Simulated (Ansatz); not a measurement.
## FGeH5SSi, SMILES F[SiH2][S][GeH3]: a rigid scan of one bond angle, step by step

Computed with Ansatz 0.2.0, Python API.

Typed at the interpreter:
```pycon
>>> import ansatz as az
>>> from ase import Atoms
>>> atoms = Atoms(["F", "Si", "S", "Ge", "H", "H", "H", "H", "H"], positions=[
...     (-0.8653, 0.9202, -1.8029),
...     (0.3717, 1.3273, -0.7483),
...     (1.5188, -0.4256, -0.2376),
...     (-0.2902, -1.3335, 0.7537),
...     (1.2491, 2.3054, -1.4075),
...     (-0.1799, 1.919, 0.4512),
...     (-1.3932, -1.5175, -0.2241),
...     (0.1848, -2.7114, 1.3406),
...     (-0.7218, -0.4263, 1.9438),
... ])
>>> # relax first, so that the scan starts from a minimum
>>> first = (
...     az.Crystal.molecule_from_ase(atoms).calculation()
...     .basis(gaussian="def2-SVP")  # the orbital basis, by name
...     .functional("pbe", dispersion="d3bj")
...     .relax(force_tolerance=0.02, max_steps=80)  # relax until the tolerances are met
... )
>>> atoms.positions = first.run(threads=1, backend="cpu").report["positions_ang"]
>>> rows = []
>>> for angle in [85, 95, 105, 115, 125, 140, 160]:
...     bent = atoms.copy()
...     bent.set_angle(1, 2, 3, angle, indices=[3, 6, 7, 8])
...     setup = (
...         az.Crystal.molecule_from_ase(bent).calculation()
...         .basis(gaussian="def2-SVP")  # atom-centred Gaussian functions
...         .functional("pbe", dispersion="d3bj")
...     )
...     rows.append((angle, setup.run(threads=1, backend="cpu").report["free_energy_ev"]))
...
>>> floor = min(e for _, e in rows)
>>> for angle, e in rows:
...     print(f"angle Si1-S2-Ge3 = {angle:3d} deg   {1000 * (e - floor):9.1f} meV")
...
angle Si1-S2-Ge3 =  85 deg       121.6 meV
angle Si1-S2-Ge3 =  95 deg         0.0 meV
angle Si1-S2-Ge3 = 105 deg        25.6 meV
angle Si1-S2-Ge3 = 115 deg       131.2 meV
angle Si1-S2-Ge3 = 125 deg       292.5 meV
angle Si1-S2-Ge3 = 140 deg       601.3 meV
angle Si1-S2-Ge3 = 160 deg      1021.9 meV
```

The scan is rigid, and the energies are electronic, in a modest basis. The zero is the lowest point of the grid, which needn't be the minimum. Hardware and time: 2 min on 1 thread of Arm Neoverse V1 (shared host), peak memory 0.23 GiB.

(A comment or docstring line of the script was reworded after the run, the code is as it ran.)
